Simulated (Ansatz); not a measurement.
# AlNi3: the cost of one run

Method: DFT PBEsol, scalar-relativistic, plane waves, PAW, in Ansatz 0.2.0.

75 further runs of the same task are left out: 1 for a known fault of the program, 1 that didn't finish, 73 set aside as unsound or not needed.

**1. The structure to begin with**

It takes space group Fm-3m (No. 225, cubic). The conventional cell has a = 5.597 Å, b = 5.597 Å, c = 5.597 Å, α = 90.00°, β = 90.00°, γ = 90.00°. Al (site symmetry m-3m) has 8 Ni at 2.42 Å as nearest neighbours. Ni (site symmetry -43m) is surrounded by 4 Al at 2.42 Å and 4 Ni at 2.42 Å. Ni (site symmetry m-3m) has 8 Ni at 2.42 Å as nearest neighbours.

Structure file:

```
CELL_PARAMETERS angstrom
0.00000 2.79833 2.79833
2.79833 0.00000 2.79833
2.79833 2.79833 0.00000
ATOMIC_POSITIONS crystal
Al 0.50000 0.50000 0.50000
Ni 0.25000 0.25000 0.25000
Ni 0.00000 0.00000 0.00000
Ni 0.75000 0.75000 0.75000
```

It goes back to an entry of the Materials Project, which need not be the stable form.

This cell was relaxed beforehand with the same method: volume 10.96 Å³/atom, gap on the mesh none (metal).

**2. The scan**

The energy is mapped over volume and the cell's shape.

The axes are (1) volume per atom: 11 values from 10.080 to 11.833 Å³; (2) length along [111] over the lengths across it, relative to the cubic cell: 11 values from 0.834 to 1.200.

Nothing else is relaxed (fractional coordinates fixed). Energies count from the relaxed crystal. Points are written as (first, second).

**3. The run at (10.255 Å³, 1.157)**

File input.yaml:

```yaml
crystal:
  lattice:
    - [0.2724118814, 2.8800559281, 2.8800559281]
    - [2.8800559281, 0.2724118814, 2.8800559281]
    - [2.8800559281, 2.8800559281, 0.2724118814]
  atoms:
    - { symbol: Al, position: [0.5, 0.5, 0.5] }
    - { symbol: Ni, position: [0.25, 0.25, 0.25] }
    - { symbol: Ni, position: [0.0, 0.0, 0.0] }
    - { symbol: Ni, position: [0.75, 0.75, 0.75] }
basis:
  ecutwfc: 520.0
kpoints:
  mp_grid: { grid: [14, 14, 14] }
hamiltonian:
  xc: pbesol
  pseudopotentials: { kind: paw, azcp: { folder: soft_1 } }
scf:
  occupations: { method: gaussian, width: 0.15 }
output:
  forces: true
  stress: true
  eigenvalues: true
  write_density: true
  write_potential: true
  elf: true
  volumetric_format: npy
```

The run is started by

```bash
ansatz run input.yaml --threads 4 --pin off --max-ram 8192MiB --backend cpu --events-out ev --progress --plain --runs-dir out
```

What time and memory should one allow on 4 threads of AMD EPYC 7R43 (Zen 3), shared host?

About 11 s, with a peak of 0.7 GiB.
